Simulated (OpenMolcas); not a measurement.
# Ru⁴⁺ among point charges: CASSCF and CASPT2 levels and susceptibility

Aim: the splitting of the states of Ru⁴⁺ in the field of 6 point charges, its lowest levels with spin-orbit coupling and its magnetic susceptibility.

The numbers are computed with OpenMolcas 26.06 (state-averaged CASSCF and CASPT2, spin-orbit coupling by RASSI with atomic mean-field integrals), except any that are marked as measured or tabulated.

## 1. The atom as given

| Item | Value |
| --- | --- |
| Species | Ru⁴⁺ (ruthenium, Z = 44, 40 electrons) |
| Basis | ANO-RCC-VDZP [6s5p3d1f], 43 functions |
| Scalar Hamiltonian | DKH2, point nucleus |
| Inactive shells | 1s 2s 2p 3s 3p 3d 4s 4p |
| Active space | 4 electrons in 5 orbitals (4d) |
| Some configurations of this space | 4d4 |
| Orbitals | optimised for each spin and parity, averaged over all roots |

Outer shells as boxes (Hund's rule):

4d4
```
4d [↑ ][↑ ][↑ ][↑ ][  ]
```

The ion sits among 6 point charges of -1.5 e arranged as a trigonal prism (D3h), 1.94 Å from the ion, with a polar angle of 55.5° against the regular 49.1°.

The work runs as a chain of OpenMolcas steps in one folder; each step below is one input file. Labels, J, g values, rates, χT and fits are worked out afterwards by a script from the matrices that RASSI stores.

## 2. GATEWAY and SEWARD: basis and integrals

Contents of a.inp:

```
&GATEWAY
Coord
1

Ru 0.0 0.0 0.0
Basis=ANO-RCC-VDZP
Group=NoSym
NoMove
AngMom=0.0 0.0 0.0
AMFI
XField
6 Angstrom 0
1.598479 0.000000 1.099302 -1.500000
-0.799239 1.384323 1.099302 -1.500000
-0.799239 -1.384323 1.099302 -1.500000
1.598479 0.000000 -1.099302 -1.500000
-0.799239 1.384323 -1.099302 -1.500000
-0.799239 -1.384323 -1.099302 -1.500000
&SEWARD
```

Launch:

```
$ OMP_NUM_THREADS=1 MOLCAS_MEM=1689 MOLCAS_PROJECT=a pymolcas a.inp > a.log
```

## 3. Reference wave functions, quintets, 5 roots

Contents of a.inp:

```
&RASSCF
FileOrb=start.orb
Symmetry=1
Spin=5
nActEl=4 0 0
Inactive=18
Ras2=5
CIRoot=5 5 1
SDav=5
CIMx=300
Iter=120 100
PrWF=0.3
OrbListing=Nothing
MaxOrb=0
>>> COPY $Project.JobIph JOB001
```

start.orb holds the contracted functions of the basis, ordered by shell, or the orbitals of the step before.

## 4. Reference wave functions, triplets, 45 roots

Contents of a.inp:

```
&RASSCF
FileOrb=start.orb
Symmetry=1
Spin=3
nActEl=4 0 0
Inactive=18
Ras2=5
CIRoot=45 45 1
SDav=45
CIMx=300
Iter=120 100
PrWF=0.3
OrbListing=Nothing
MaxOrb=0
>>> COPY $Project.JobIph JOB002
```

## 5. Reference wave functions, singlets, 50 roots

Contents of a.inp:

```
&RASSCF
FileOrb=start.orb
Symmetry=1
Spin=1
nActEl=4 0 0
Inactive=18
Ras2=5
CIRoot=50 50 1
SDav=50
CIMx=300
Iter=120 100
PrWF=0.3
OrbListing=Nothing
MaxOrb=0
>>> COPY $Project.JobIph JOB003
```

## 6. RASSI: spin-orbit coupling between the states

Contents of a.inp:

```
&RASSI
NrOfJobIphs=3 5 45 50
1 2 3 4 5
1 2 3 4 5 6 7 8 9 10 11 12 13 14 15 16 17 18 19 20 21 22 23 24 25 26 27
28 29 30 31 32 33 34 35 36 37 38 39 40 41 42 43 44 45
1 2 3 4 5 6 7 8 9 10 11 12 13 14 15 16 17 18 19 20 21 22 23 24 25 26 27
28 29 30 31 32 33 34 35 36 37 38 39 40 41 42 43 44 45 46 47 48 49 50
IphNames
JOB001
JOB002
JOB003
EJob
SpinOrbit
DIPRint=1.0
SOCoupling=1000.0
Subsets=2
Property=9
'ANGMOM' 1 'ANGMOM' 2 'ANGMOM' 3 'MLTPL  1' 1 'MLTPL  1' 2 'MLTPL  1' 3
'AMFI' 1 'AMFI' 2 'AMFI' 3
SOProperty=3
'ANGMOM' 1 'ANGMOM' 2 'ANGMOM' 3
```

## 7. CASPT2: IPEA 0.25, imaginary shift 0.1 (closed shells correlated: 4s 4p)

Contents of a.inp:

```
>>> COPY JOB001 $Project.JobIph
&CASPT2
Multistate=5 1 2 3 4 5
NoMult
Frozen=14
IPEA=0.25
Imaginary=0.1
MaxIter=60
WThr=0.0 0.3 0.05
PrWF=0.5
NoMix
>>> COPY JOB002 $Project.JobIph
&CASPT2
Multistate=45 1 2 3 4 5 6 7 8 9 10 11 12 13 14 15 16 17 18 19 20 21 22
23 24 25 26 27 28 29 30 31 32 33 34 35 36 37 38 39 40 41 42 43 44 45
NoMult
Frozen=14
IPEA=0.25
Imaginary=0.1
MaxIter=60
WThr=0.0 0.3 0.05
PrWF=0.5
NoMix
>>> COPY JOB003 $Project.JobIph
&CASPT2
Multistate=50 1 2 3 4 5 6 7 8 9 10 11 12 13 14 15 16 17 18 19 20 21 22
23 24 25 26 27 28 29 30 31 32 33 34 35 36 37 38 39 40 41 42 43 44 45 46
47 48 49 50
NoMult
Frozen=14
IPEA=0.25
Imaginary=0.1
MaxIter=60
WThr=0.0 0.3 0.05
PrWF=0.5
NoMix
```

(Steps that only read results are left out.)

Before running it: what results should come out? Wanted: spin-free ground state; first state of the same spin within the active space; lowest level; next level.

**Answer**, as computed:

| quantity | value |
| --- | --- |
| method | SS-CASPT2, IPEA 0.25, imaginary shift 0.1 (closed shells correlated: 4s 4p) |
| spin-free ground state | 5E, 2-fold in its orbital part |
| first state of the same spin within the active space | 5E at 1870 cm⁻¹ |
| lowest level | 1-fold A1 |
| next level | 312.4 cm⁻¹ |
| χT at 300 K | 1.10 cm³ K/mol |
| effective moment at 300 K | 2.96 μB |

Cost by method:

```csv
method,time of its own steps,time with the reference
A. CASSCF,20 s,20 s
"B. SS-CASPT2, IPEA 0.25, imaginary shift 0.1, +4s 4p",7.7 s,28 s
```

Times are of one thread on a shared host.

In words: The spin-free ground state (5E) comes to 100 % from free-ion D terms and keeps the highest spin of the shell. χT at 300 K is 1.10, against 3.01 cm³ K/mol for the spin alone, so spin-orbit coupling lowers it. An active space of the d shell alone favours high spin; real ions in strong fields can be low spin. CASPT2 does not keep the components of a term degenerate, and the means are used. The field of point charges can differ much from that of real complexes. With metal d orbitals alone active, the gaps between spin states are rough; where two lie within a few thousand cm-1, their order is open. This is an electrostatic model: the charges have no orbitals.
